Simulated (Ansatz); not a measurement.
# CsNa6: the cost of one run

Method: DFT PBE, scalar-relativistic, plane waves, PAW, in Ansatz 0.2.0.

1 further run of the same task is left out (it didn't finish).

### Step 1. The structure to begin with

The structure is cubic, space group Pm-3m (No. 221). The conventional cell has a = 5.454 Å, b = 5.454 Å, c = 5.454 Å, α = 90.00°, β = 90.00°, γ = 90.00°. Cs (site symmetry m-3m) is surrounded by 24 Na at 4.01 Å. Around Na (site symmetry 4mm) lie 5 Na at 2.18 to 2.31 Å.

Coordinates:

```cif
data_structure
_symmetry_space_group_name_H-M 'Pm-3m'
_symmetry_Int_Tables_number 221
_cell_length_a 5.4540
_cell_length_b 5.4540
_cell_length_c 5.4540
_cell_angle_alpha 90.000
_cell_angle_beta 90.000
_cell_angle_gamma 90.000
_cell_volume 162.23
loop_
_atom_site_label
_atom_site_type_symbol
_atom_site_symmetry_multiplicity
_atom_site_Wyckoff_symbol
_atom_site_fract_x
_atom_site_fract_y
_atom_site_fract_z
_atom_site_occupancy
Cs1 Cs 1 a 0.00000 0.00000 0.00000 1
Na1 Na 6 f 0.80012 0.50000 0.50000 1
```

Recipe of the guess: species swapped into a database cell of LaB6 (Pm-3m, No. 221), with Cs on the La sites and Na on the B sites. Lengths come from tabulated atomic sizes and are only a guess.

### Step 2. Probe: one point on a coarse mesh

input.yaml

```yaml
crystal:
  lattice:
    - [5.45399099, 0.0, 0.0]
    - [0.0, 5.45399099, 0.0]
    - [0.0, 0.0, 5.45399099]
  atoms:
    - { symbol: Cs, position: [0.0, 0.0, 0.0] }
    - { symbol: Na, position: [0.80012184, 0.5, 0.5] }
    - { symbol: Na, position: [0.19987816, 0.5, 0.5] }
    - { symbol: Na, position: [0.5, 0.5, 0.80012184] }
    - { symbol: Na, position: [0.5, 0.5, 0.19987816] }
    - { symbol: Na, position: [0.5, 0.19987816, 0.5] }
    - { symbol: Na, position: [0.5, 0.80012184, 0.5] }
basis:
  ecutwfc: 420
kpoints:
  mp_grid: { grid: [4, 4, 4] }
hamiltonian:
  xc: pbe
scf:
  occupations: { method: gaussian, width: 0.1 }
  lower_state_search: "off"
output:
  forces: true
  stress: true
  eigenvalues: true
```

The run is started by

```
> ansatz run input.yaml --threads 1 --pin off --max-ram 2048MiB --backend cpu --events-out ev --progress --plain --runs-dir out
```

**Question.** How long does this run take on 1 thread of Intel Xeon 6975P-C (Granite Rapids), shared host, and how much memory does it need?

About 1.9 s, with a peak of 0.45 GiB.
